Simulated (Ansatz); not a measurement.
# Pb4O: the cost of one run

Computed with Ansatz 0.2.0 (DFT PBE, scalar-relativistic, plane waves, PAW, unless a step's input says otherwise).

**1. The starting structure**

Symmetry: Pm-3m, No. 221, cubic system. The conventional cell has a = 5.417 Å, b = 5.417 Å, c = 5.417 Å, α = 90.00°, β = 90.00°, γ = 90.00°. Around Pb (site symmetry 4/mmm) lie 10 Pb at 2.71 to 3.83 Å and 4 O at 3.83 Å. Pb (site symmetry m-3m) is surrounded by 6 Pb at 2.71 Å. O (site symmetry m-3m) is surrounded by 12 Pb at 3.83 Å.

Structure file:

```
CELL_PARAMETERS angstrom
5.41703 0.00000 0.00000
0.00000 5.41703 0.00000
0.00000 0.00000 5.41703
ATOMIC_POSITIONS crystal
Pb 0.00000 0.50000 0.50000
Pb 0.50000 0.00000 0.50000
Pb 0.50000 0.50000 0.00000
Pb 0.50000 0.50000 0.50000
O 0.00000 0.00000 0.00000
```

Recipe of the guess: random cell by space group and Wyckoff sites (Pm-3m, No. 221). The dimensions are guesses.

**2. Probe: one point on a coarse mesh**

Input file input.yaml:

```yaml
crystal:
  lattice:
    - [5.41703494, 0.0, 0.0]
    - [0.0, 5.41703494, 0.0]
    - [0.0, 0.0, 5.41703494]
  atoms:
    - { symbol: Pb, position: [0.0, 0.5, 0.5] }
    - { symbol: Pb, position: [0.5, 0.0, 0.5] }
    - { symbol: Pb, position: [0.5, 0.5, 0.0] }
    - { symbol: Pb, position: [0.5, 0.5, 0.5] }
    - { symbol: O, position: [0.0, 0.0, 0.0] }
basis:
  ecutwfc: 420
kpoints:
  mp_grid: { grid: [4, 4, 4] }
hamiltonian:
  xc: pbe
scf:
  occupations: { method: gaussian, width: 0.1 }
  lower_state_search: "off"
output:
  forces: true
  stress: true
  eigenvalues: true
```

Command:

```console
$ ansatz run input.yaml --threads 1 --pin off --max-ram 2048MiB --backend cpu --events-out ev --progress --plain --runs-dir out
```

What time and memory should one allow on 1 thread of Intel Xeon 6975P-C (Granite Rapids), shared host?

About 2.4 s, with a peak of 0.53 GiB.
